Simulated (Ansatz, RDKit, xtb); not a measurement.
# C6H7ClO: ranking a sample of isomers

A sample of isomers of C6H7ClO is drawn. Aim: find which of them has the lowest free energy at 298.15 K, then its properties. The sample is small against all isomers, and the most stable one of this formula need not be in it.

Plan: many cheap relaxations first (GFN2-xTB), then density-functional screening, relaxation at B3LYP-D3(BJ)/def2-SVP, vibrations (at GFN2-xTB) and a final energy. The numbers are computed, not measured.

## (1) Drawing up candidates

Isomers were taken from a list of plausible structures; this is a sample, not all of them. That gives 6 candidates.

```
label                SMILES     spin
 c340     CC(=O)C1=C(Cl)CC1  singlet
 c475     C/C(O)=C1/CC=C1Cl  singlet
 c554     C=C(O)C1=C(Cl)CC1  singlet
 c587  CC(=O)[C@@H]1CC=C1Cl  singlet
 c629     C/C(O)=C1\CC=C1Cl  singlet
 c951  C=C(O)[C@@H]1CC=C1Cl  singlet
```

Candidates are built by distance geometry, with a force field where one applies, in up to four conformers (letters a to d).

**Question.** With final energies at CCSD(T)/def2-SVP + MP2/def2-TZVPP - MP2/def2-SVP, which structure will this search put lowest in free energy, and by what margin?

| quantity | value |
| --- | --- |
| lowest structure found | CC(=O)C1=C(Cl)CC1, singlet |
| next finalist | CC(=O)[C@@H]1CC=C1Cl, singlet, 4.4 kcal/mol higher in G |
| share at equilibrium, among the finalists | 99.9 % |

`CC(=O)C1=C(Cl)CC1` comes out lowest. Among the finalists first place is clear (4.4 kcal/mol); structures outside the list aren't covered. GFN2-xTB, HF/STO-3G, r2SCAN-D4/def2-SVP, B3LYP-D3(BJ)/def2-SVP, HF/def2-SVP and MP2/def2-SVP already put its bonding pattern lowest among the structures in one piece. The search is not exhaustive (a finite list of starts, one conformer a finalist), so a lower isomer can't be ruled out. Only 6 drawn patterns were tried, so whole families of isomers are missing, and the result ranks this sample alone. The lowest isomer need not be the one that is made and kept in a bottle, which depends on barriers.
